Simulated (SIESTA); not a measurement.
# Ge3Pd (Pm-3m) in SIESTA: a series of runs, part 2 of 2

SIESTA 5.4.2.

## 3. Density of states, PBEsol+U

Ge3Pd.fdf

```
SystemName                      Ge3Pd
SystemLabel                     Ge3Pd
NumberOfSpecies                 2
NumberOfAtoms                   4
%block ChemicalSpeciesLabel
  1  46 Pd
  2  32 Ge
%endblock ChemicalSpeciesLabel

LatticeConstant                 1.0 Ang
%block LatticeVectors
     4.1420230000     0.0000000000     0.0000000000
     0.0000000000     4.1420230000     0.0000000000
     0.0000000000     0.0000000000     4.1420230000
%endblock LatticeVectors
AtomicCoordinatesFormat         Fractional
%block AtomicCoordinatesAndAtomicSpecies
     0.0000000000     0.0000000000     0.0000000000  1  Pd
     0.5000000000     0.5000000000     0.0000000000  2  Ge
     0.5000000000     0.0000000000     0.5000000000  2  Ge
     0.0000000000     0.5000000000     0.5000000000  2  Ge
%endblock AtomicCoordinatesAndAtomicSpecies

%block kgrid.MonkhorstPack
    5   0   0  0.0
    0   5   0  0.0
    0   0   5  0.0
%endblock kgrid.MonkhorstPack
XC.Functional                   GGA
XC.Authors                      PBEsol
PAO.BasisSize                   DZP
PAO.EnergyShift                 0.003 Ry
Mesh.Cutoff                     800 Ry
DFTU.ProjectorGenerationMethod  1
%block DFTU.Proj
  Pd 1
  n=4 2
  4.00 0.00
  0.0
%endblock DFTU.Proj
DFTU.PopTol                     1.0e-5
DFTU.FirstIteration             true
OccupationFunction              FD
ElectronicTemperature           0.05 eV
MaxSCFIterations                200
SCF.MustConverge                false
SCF.Mixer.Method                Pulay
SCF.Mixer.Weight                0.1
SCF.Mixer.History               10
SCF.DM.Tolerance                5.0e-05
SCF.H.Tolerance                 1.0e-03 eV
WriteForces                     true
Charge.Mulliken                 end
%block ProjectedDensityOfStates
  EF -10.0 10.0 0.2 301 eV
%endblock ProjectedDensityOfStates
%block PDOS.kgrid.MonkhorstPack
    8   0   0  0.0
    0   8   0  0.0
    0   0   8  0.0
%endblock PDOS.kgrid.MonkhorstPack
%block PAO.Basis
  Pd 5
  n=4 0 2
    2.827 0.000
  n=5 0 2
    8.651 0.000
  n=4 1 2
    3.241 0.000
  n=5 1 1
    8.651
  n=4 2 2
    5.842 0.000
  Ge 4
  n=4 0 2
    5.960 0.000
  n=4 1 2
    8.130 0.000
  n=3 2 2
    3.189 0.000
  n=4 2 1
    8.130
%endblock PAO.Basis
```

Potentials or basis: PseudoDojo 0.4 standard (PBEsol files), DZP (energy shift 0.003 Ry; two zetas on semicore shells).

Run with:

```sh
$ siesta Ge3Pd.fdf > Ge3Pd.out 2>&1
```

Ge3Pd.out:

```text
Version         : 5.4.2

[... 6 lines left out ...]
 NOTE: Please see the manual for full details and compatibility measures.

reinit: Reading from file Ge3Pd.fdf

reinit: -----------------------------------------------------------------------
reinit: System Name: Ge3Pd
reinit: -----------------------------------------------------------------------
reinit: System Label: Ge3Pd
reinit: -----------------------------------------------------------------------

initatom: Reading input for the pseudopotentials and atomic orbitals ----------
Species number:   1 Atomic number:   46 Label: Pd
Species number:   2 Atomic number:   32 Label: Ge

Ground state valence configuration (from tables):   5s01  5p00  4d09  4f00
Ground state valence configuration (from tables):   4s02  4p02  4d00  4f00

---- Processing specs for species: Pd
Reading pseudopotential information in PSML from:
  Pd.psml
PSML file version: 1.1
Using libxc ids:  116 133
GGA--PBEsol XC_GGA_X_PBE_SOL--XC_GGA_C_PBE_SOL ps
Semicore shell(s) with  8 electrons included in the valence for Pd

---- Processing specs for species: Ge
[... 812 lines left out ...]
mulliken: Atomic and Orbital Populations:

Species: Pd
Atom  Qatom  Qorb
               4s      4s      5s      5s      4py     4pz     4px     4py
               4pz     4px     5py     5pz     5px     4dxy    4dyz    4dz2
               4dxz    4dx2-y2 4dxy    4dyz    4dz2    4dxz    4dx2-y2
   1 17.610   1.901   0.045  -0.560   0.472   1.926   1.926   1.926   0.071
              0.071   0.071   0.133   0.133   0.133   1.887   1.887   1.800

              1.887   1.800  -0.018  -0.018   0.077  -0.018   0.077

Species: Ge
Atom  Qatom  Qorb
               4s      4s      4py     4pz     4px     4py     4pz     4px
               3dxy    3dyz    3dz2    3dxz    3dx2-y2 3dxy    3dyz    3dz2
               3dxz    3dx2-y2 4dxy    4dyz    4dz2    4dxz    4dx2-y2
   2 14.130   2.152  -0.226   0.544   0.086   0.544   0.119   0.382   0.119
              1.982   1.986   1.991   1.986   1.990   0.024   0.021   0.017

              0.021   0.019   0.110   0.045   0.128   0.045   0.045
   3 14.130   2.152  -0.226   0.086   0.544   0.544   0.382   0.119   0.119
              1.986   1.986   1.990   1.982   1.991   0.021   0.021   0.018

              0.024   0.017   0.045   0.045   0.066   0.110   0.107
   4 14.130   2.152  -0.226   0.544   0.544   0.086   0.119   0.119   0.382
              1.986   1.982   1.990   1.986   1.991   0.021   0.024   0.018

              0.021   0.017   0.045   0.110   0.066   0.045   0.107

mulliken: Qtot =       60.000

Mulliken Atomic Populations:
Atom #   charge [q] valence [e]  Species
     1     0.389539   17.610461  Pd
     2    -0.129846   14.129846  Ge
     3    -0.129847   14.129847  Ge
     4    -0.129846   14.129846  Ge
 Total    -0.000000

Job completed
```

Wall time 4.5 min (1 thread of Arm Neoverse V2, shared host); peak memory 0.55 GiB.

What came out:

```
Free energy            : -10948.4889 eV
Pressure               : -3.9 GPa
Band gap on the k mesh : none (metal or under the smearing width)
```

Levels at points of the mesh, in eV from the Fermi level:
```
           k point  band 26  band 27  band 28  band 29  band 30  band 31  band 32  band 33  band 34  band 35
(0.00, 0.00, 0.00)    -3.01    -3.01    -3.01    -1.73    -1.73     1.48     3.37     3.37     3.37     6.17
```

States per cell in windows of 0.5 eV (zero at the Fermi level; states under -8 eV left out):
| from (eV) | total | Ge_p | Pd_d | Ge_d | Ge_s | Pd_p | Pd_s |
| --- | --- | --- | --- | --- | --- | --- | --- |
| -8.0 | 0.86 | 0.06 | 0.07 | 0.02 | 0.69 | 0.04 | 0.01 |
| -7.5 | 0.41 | 0.05 | 0.04 | 0.01 | 0.30 | 0.02 | 0.00 |
| -7.0 | 0.61 | 0.10 | 0.08 | 0.00 | 0.42 | 0.01 | 0.01 |
| -6.5 | 0.27 | 0.04 | 0.04 | 0.01 | 0.17 | 0.00 | 0.00 |
| -6.0 | 0.35 | 0.06 | 0.07 | 0.00 | 0.22 | 0.00 | 0.00 |
| -5.5 | 0.22 | 0.11 | 0.05 | 0.01 | 0.05 | 0.00 | 0.00 |
| -5.0 | 0.72 | 0.41 | 0.20 | 0.06 | 0.04 | 0.02 | 0.00 |
| -4.5 | 1.79 | 0.71 | 0.93 | 0.09 | 0.04 | 0.03 | 0.00 |
| -4.0 | 2.61 | 0.74 | 1.74 | 0.09 | 0.01 | 0.03 | 0.00 |
| -3.5 | 1.12 | 0.18 | 0.86 | 0.03 | 0.04 | 0.00 | 0.00 |
| -3.0 | 2.65 | 0.24 | 2.19 | 0.07 | 0.13 | 0.01 | 0.02 |
| -2.5 | 2.41 | 0.35 | 1.62 | 0.15 | 0.23 | 0.01 | 0.04 |
| -2.0 | 1.28 | 0.36 | 0.63 | 0.11 | 0.16 | 0.01 | 0.02 |
| -1.5 | 0.95 | 0.41 | 0.29 | 0.11 | 0.10 | 0.01 | 0.02 |
| -1.0 | 0.95 | 0.49 | 0.21 | 0.13 | 0.11 | 0.01 | 0.01 |
| -0.5 | 0.71 | 0.37 | 0.13 | 0.12 | 0.07 | 0.01 | 0.01 |
| 0.0 | 1.01 | 0.57 | 0.13 | 0.17 | 0.10 | 0.02 | 0.02 |
| 0.5 | 0.52 | 0.29 | 0.06 | 0.10 | 0.05 | 0.01 | 0.01 |
| 1.0 | 0.83 | 0.47 | 0.07 | 0.21 | 0.05 | 0.01 | 0.01 |
| 1.5 | 0.99 | 0.54 | 0.07 | 0.28 | 0.07 | 0.02 | 0.02 |
| 2.0 | 0.69 | 0.36 | 0.05 | 0.23 | 0.03 | 0.00 | 0.02 |
| 2.5 | 0.85 | 0.47 | 0.05 | 0.28 | 0.02 | 0.00 | 0.02 |
| 3.0 | 1.07 | 0.64 | 0.05 | 0.31 | 0.03 | 0.01 | 0.02 |
| 3.5 | 1.16 | 0.70 | 0.04 | 0.33 | 0.03 | 0.02 | 0.02 |
| 4.0 | 1.12 | 0.67 | 0.03 | 0.38 | 0.02 | 0.01 | 0.02 |
| 4.5 | 0.78 | 0.41 | 0.02 | 0.31 | 0.01 | 0.01 | 0.02 |
| 5.0 | 1.01 | 0.66 | 0.02 | 0.27 | 0.01 | 0.04 | 0.01 |
| 5.5 | 1.21 | 0.85 | 0.02 | 0.29 | 0.01 | 0.03 | 0.01 |
| 6.0 | 1.29 | 0.90 | 0.03 | 0.30 | 0.01 | 0.03 | 0.02 |
| 6.5 | 0.75 | 0.49 | 0.02 | 0.21 | 0.01 | 0.02 | 0.01 |
| 7.0 | 0.91 | 0.67 | 0.02 | 0.17 | 0.01 | 0.01 | 0.02 |
| 7.5 | 0.75 | 0.49 | 0.02 | 0.20 | 0.01 | 0.03 | 0.01 |

Caveat: the basis of atomic orbitals isn't converged, which shifts pressures, moduli and gaps; U without spin polarisation on a metal has little footing; the U is typed as a test and isn't derived for this compound.

## 4. Density of states, PBEsol+U

Changes to Ge3Pd.fdf since step 3:

```diff
@@ -37,3 +37,3 @@
   n=4 2
-  4.00 0.00
+  6.00 0.00
   0.0
```

Run with:

```sh
$ siesta Ge3Pd.fdf > Ge3Pd.out 2>&1
```

Run time: 5.1 min. Hardware: 1 thread of Arm Neoverse V2, shared host; peak memory 0.55 GiB.

Results (log left out):

```yaml
Free_energy: -10947.7712 eV
Pressure: -4.1 GPa
Band_gap_on_the_k_mesh: none (metal or under the smearing width)
```

Levels at points of the mesh, in eV from the Fermi level:
```tsv
k point	band 28	band 29	band 30	band 31	band 32	band 33
(0.00, 0.00, 0.00)	-3.05	-1.94	-1.94	1.63	3.44	3.44
```

States per cell in windows of 0.5 eV (zero at the Fermi level; states under -8 eV left out):
```csv
from (eV),total,Ge_p,Pd_d,Ge_d,Ge_s,Pd_p,Pd_s
-8.0,0.77,0.06,0.08,0.01,0.61,0.03,0.01
-7.5,0.52,0.06,0.06,0.01,0.37,0.02,0.00
-7.0,0.54,0.09,0.09,0.00,0.36,0.01,0.01
-6.5,0.34,0.05,0.07,0.01,0.21,0.00,0.00
-6.0,0.28,0.05,0.07,0.00,0.16,0.00,0.00
-5.5,0.33,0.16,0.10,0.02,0.04,0.00,0.00
-5.0,1.00,0.44,0.46,0.06,0.03,0.01,0.00
-4.5,3.23,0.92,2.14,0.10,0.03,0.03,0.00
-4.0,1.47,0.28,1.12,0.04,0.02,0.01,0.00
-3.5,2.14,0.18,1.80,0.03,0.10,0.01,0.01
-3.0,2.15,0.25,1.60,0.09,0.19,0.01,0.02
-2.5,1.69,0.40,0.86,0.15,0.23,0.01,0.04
-2.0,0.91,0.37,0.31,0.10,0.11,0.01,0.01
-1.5,0.96,0.48,0.22,0.12,0.10,0.01,0.02
-1.0,0.82,0.46,0.14,0.11,0.09,0.01,0.01
-0.5,0.78,0.43,0.12,0.13,0.08,0.01,0.01
0.0,0.90,0.52,0.10,0.15,0.09,0.02,0.02
0.5,0.60,0.35,0.06,0.12,0.06,0.01,0.01
1.0,0.69,0.40,0.05,0.18,0.04,0.01,0.01
1.5,1.13,0.63,0.06,0.32,0.07,0.02,0.02
2.0,0.60,0.32,0.03,0.20,0.03,0.00,0.01
2.5,0.92,0.52,0.05,0.30,0.02,0.00,0.02
3.0,0.90,0.54,0.04,0.27,0.02,0.01,0.02
3.5,1.32,0.81,0.04,0.38,0.04,0.02,0.02
4.0,0.98,0.59,0.02,0.33,0.02,0.01,0.02
4.5,0.89,0.48,0.02,0.36,0.01,0.01,0.02
5.0,0.80,0.52,0.01,0.21,0.01,0.03,0.01
5.5,1.42,0.99,0.02,0.34,0.01,0.04,0.01
6.0,1.13,0.81,0.02,0.25,0.01,0.03,0.02
6.5,0.94,0.59,0.02,0.28,0.01,0.02,0.02
7.0,0.72,0.55,0.02,0.13,0.00,0.01,0.01
7.5,0.90,0.60,0.02,0.23,0.01,0.03,0.02
```

Caveat: the basis of atomic orbitals isn't converged, which shifts pressures, moduli and gaps; U without spin polarisation on a metal has little footing; the U is typed as a test and isn't derived for this compound.

## 5. The runs side by side

```tsv
U	gap on the mesh (eV)	pressure (GPa)
Pd d U = 2 eV	none	-3.7
Pd d U = 4 eV	none	-3.9
Pd d U = 6 eV	none	-4.1
```

Alike in all rows: task density of states; level PBEsol+U; potentials or basis PseudoDojo 0.4 standard (PBEsol files), DZP (energy shift 0.003 Ry; two zetas on semicore shells); no spin polarisation; cell as given; k mesh 5 × 5 × 5; smearing fermi-dirac 0.05 eV; grid cutoff 800 Ry; energy shift 0.003 Ry.

Caveats: the basis of atomic orbitals isn't converged, which shifts pressures, moduli and gaps; U without spin polarisation on a metal has little footing; the U is typed as a test and isn't derived for this compound.

Total energies depend on the potentials used, so only differences within one code and one set of settings carry meaning.
